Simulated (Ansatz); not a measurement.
**ZnHI: functionals against CCSD(T) at one geometry**

A test off equilibrium: a structure displaced at random from a GFN2-xTB minimum is computed at several levels, and each is set against CCSD(T).

Computed with Ansatz 0.2.0, Gaussian basis. Level: single points in def2-TZVPP.

Cores are frozen in the correlated methods. The 3s and 3p shells of Cu and Zn are frozen; filled d shells are correlated. Core potentials replace the inner electrons past krypton, and spin-orbit coupling is left out.

### Step 1. The starting structure

SMILES `[ZnH][I]`, 3 atoms, charge 0, spin multiplicity 1.

Atoms are counted from 1 here; the program's logs count them from 0.

Bond lengths: Zn1–I2 2.403 Å, Zn1–H3 1.499 Å. Angles: I2–Zn1–H3 173.7°.

As a file:

```
atom    x (Å)    y (Å)    z (Å)
 Zn1  -0.2233  -0.0696  -0.2384
  I2   1.6515   0.7588   1.0156
  H3  -1.4759  -0.5868  -0.8795
```

### Step 2. CCSD(T)/def2-TZVPP

Contents of run/in.yaml:

```yaml
crystal:
  periodic: [false, false, false]
  atoms:
    - {symbol: Zn, position_ang: [-0.223300, -0.069600, -0.238400]}
    - {symbol: I, position_ang: [1.651500, 0.758800, 1.015600]}
    - {symbol: H, position_ang: [-1.475900, -0.586800, -0.879500]}
basis:
  gaussian: {orbitals: def2-TZVPP}
correlation: {method: ccsd_t, frozen_orbitals: {H: 0, I: 4, Zn: 9}}
output: {forces: true}
```

No record of the launch command was kept for these runs.

### Step 3. PBE0-D4/def2-TZVPP

run/in.yaml, as its differences from that of step 2:

```diff
@@ -8,3 +8,3 @@
   gaussian: {orbitals: def2-TZVPP}
-correlation: {method: ccsd_t, frozen_orbitals: {H: 0, I: 4, Zn: 9}}
-output: {forces: true}
+hamiltonian: {xc: pbe0, dispersion: d4}
+output: {forces: true, orbitals: {seedname: orbitals}}
```

### Step 4. wB97M-V/def2-TZVPP

run/in.yaml, as its differences from that of step 3:

```diff
@@ -8,3 +8,3 @@
   gaussian: {orbitals: def2-TZVPP}
-hamiltonian: {xc: pbe0, dispersion: d4}
-output: {forces: true, orbitals: {seedname: orbitals}}
+hamiltonian: {xc: {name: wB97M-V}}
+output: {forces: true}
```

### Step 5. r2SCAN-D4/def2-TZVPP

run/in.yaml, as its differences from that of step 4:

```diff
@@ -8,3 +8,3 @@
   gaussian: {orbitals: def2-TZVPP}
-hamiltonian: {xc: {name: wB97M-V}}
+hamiltonian: {xc: r2scan, dispersion: d4}
 output: {forces: true}
```

### Step 6. PBE-D4/def2-TZVPP

run/in.yaml, as its differences from that of step 5:

```diff
@@ -8,3 +8,3 @@
   gaussian: {orbitals: def2-TZVPP}
-hamiltonian: {xc: r2scan, dispersion: d4}
+hamiltonian: {xc: pbe, dispersion: d4}
 output: {forces: true}
```

### Step 7. B97M-V/def2-TZVPP

run/in.yaml, as its differences from that of step 6:

```diff
@@ -8,3 +8,3 @@
   gaussian: {orbitals: def2-TZVPP}
-hamiltonian: {xc: pbe, dispersion: d4}
+hamiltonian: {xc: {name: B97M-V}}
 output: {forces: true}
```

### Step 8. HSE06-D4/def2-TZVPP

run/in.yaml, as its differences from that of step 7:

```diff
@@ -8,3 +8,3 @@
   gaussian: {orbitals: def2-TZVPP}
-hamiltonian: {xc: {name: B97M-V}}
+hamiltonian: {xc: hse06, dispersion: d4}
 output: {forces: true}
```

(Steps that only read results are left out.)

Q: Predict the outcome of this session. Wanted: energy less free atoms, CCSD(T)/def2-TZVPP; RMS force component; RMS force error; HOMO and LUMO, PBE0-D4; T1 diagnostic.

**Answer**, as computed:

```
                                  quantity                                                                                           value
energy less free atoms, CCSD(T)/def2-TZVPP                                                                                   -450.4 kJ/mol
                       RMS force component                                                            0.107 to 0.186 eV/Å over the methods
                           RMS force error  PBE0-D4 0.084, wB97M-V 0.073, r2SCAN-D4 0.076, PBE-D4 0.055, B97M-V 0.080, HSE06-D4 0.083 eV/Å
                    HOMO and LUMO, PBE0-D4                                                                              -7.73 and -0.91 eV
                             T1 diagnostic                                                                                           0.012
```

**Reading.** Against CCSD(T) the functionals' energies less atoms differ by -30.6 to -4.8 kJ/mol, PBE-D4 by -5.8 kJ/mol. The reference is not at the basis limit: in triple zeta CCSD(T) underbinds, which counts against methods that bind more; the gaps are no ranking. The forces of PBE-D4 come nearest to CCSD(T), those of PBE0-D4 are farthest. Frozen-core CCSD(T) forces in triple zeta carry basis errors of their own, and this is one geometry, so small gaps rank nothing.
